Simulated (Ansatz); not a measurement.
The system is TaWC2.

```xyz
4
Lattice="1.5719 0.9075 5.1016 -1.5719 0.9075 5.1016 0.0000 -1.8150 5.1016" Properties=species:S:1:pos:R:3 pbc="T T T"
W     0.0000    0.0000    0.0000
Ta    0.0000    0.0000    7.6524
C     0.0000    0.0000    3.8405
C     0.0000    0.0000   11.4644
```

The cell comes from a database or a generator and needn't be the stable form of this composition.

Program: Ansatz 0.2.0. Alike in all runs: task single point; level HSE06 form with a typed share of exact exchange; potentials or basis Ansatz PAW; no spin polarisation; cell as given; k mesh 5 × 5 × 5; cutoff (eV) 420; smearing fermi-dirac 0.05 eV; the mesh is coarse, so values aren't converged.

Task: Order these runs on this cell by their pressure, lowest first.
A. share of exact exchange 0.3
B. share of exact exchange 0.4
C. share of exact exchange 0.5
D. share of exact exchange 0.25

Result: C (-18.4 GPa), B (-15.4 GPa), A (-12.4 GPa), D (-10.9 GPa).

Caveats: all runs use coarse meshes; the PAW data sets come from PBE, with cores solved anew for the run's functional, which leaves a small shift of forces and pressure; the thresholds are loose for stress.
